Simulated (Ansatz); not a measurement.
# AlBrH₂O: functionals against CCSD(T) at one geometry

One table from this session's results is given with a row withheld; the runs are named, their logs left out.

Computed with Ansatz 0.2.0, Gaussian basis. Level: single points in def2-TZVPP.

Cores are frozen in the correlated methods. Filled d shells of the heavier atoms are correlated.

## Starting geometry

SMILES `[OH][AlH][Br]`, 5 atoms, charge 0, spin multiplicity 1.

Atoms are counted from 1 here; the program's logs count them from 0.

Bond lengths: O1–Al2 1.719 Å, O1–H4 0.955 Å, Al2–Br3 2.180 Å, Al2–H5 1.488 Å. Angles: Al2–O1–H4 173.7°, O1–Al2–Br3 125.3°, O1–Al2–H5 124.9°, Br3–Al2–H5 107.8°.

As a file:

```mol
AlBrH2O
  3D, bonds by distance, orders not assigned

  5  4  0  0  0  0  0  0  0  0999 V2000
   -1.1329   -0.3658   -0.4513 O   0  0
    0.3177    0.2609    0.2265 Al  0  0
    2.1611   -0.8648    0.5213 Br  0  0
   -1.9318   -0.7912   -0.7562 H   0  0
    0.6439    1.7080    0.3484 H   0  0
  1  2  8  0
  1  4  8  0
  2  3  8  0
  2  5  8  0
M  END
```

Set-up of the first run:

Input file run/in.yaml:

```yaml
crystal:
  periodic: [false, false, false]
  atoms:
    - {symbol: O, position_ang: [-1.132900, -0.365800, -0.451300]}
    - {symbol: Al, position_ang: [0.317700, 0.260900, 0.226500]}
    - {symbol: Br, position_ang: [2.161100, -0.864800, 0.521300]}
    - {symbol: H, position_ang: [-1.931800, -0.791200, -0.756200]}
    - {symbol: H, position_ang: [0.643900, 1.708000, 0.348400]}
basis:
  gaussian: {orbitals: def2-TZVPP}
correlation: {method: ccsd_t}
output: {forces: true}
```

The command line of these runs was not kept.

Steps of the session up to this table: CCSD(T)/def2-TZVPP; PBE0-D4/def2-TZVPP; wB97M-V/def2-TZVPP; r2SCAN-D4/def2-TZVPP; PBE-D4/def2-TZVPP; r2SCANh-D4/def2-TZVPP; r2SCAN0-D4/def2-TZVPP.

One of the session's tables, all rows but one given; the rest of the session is left out.

| method | RMS force component (eV/Å) | angle to CCSD(T) forces (°) | dipole (D) |
| --- | --- | --- | --- |
| CCSD(T) | 0.984 | reference | 1.94 |
| PBE0-D4 | 0.997 | 2.7 | 1.89 |
| wB97M-V | 0.932 | 2.0 | 1.96 |
| r2SCAN-D4 | 0.985 | 2.6 | 1.94 |
| PBE-D4 | 0.969 | 9.3 | 1.84 |
| r2SCANh-D4 | ? | ? | ? |
| r2SCAN0-D4 | 1.012 | 6.0 | 1.95 |

Q: Estimate the row for r2SCANh-D4 from the others.

Worked estimate for «RMS force component (eV/Å)». Against the share of exact exchange, r2SCAN-D4 (0, 0.985), r2SCAN0-D4 (0.25, 1.012) give a slope of 0.108 per unit share; at 0.1 the line stands at 0.996.

The run gave: RMS force component (eV/Å): 0.995; angle to CCSD(T) forces (°): 3.0; dipole (D): 1.94. In «RMS force component (eV/Å)» the line misses by +0.001.
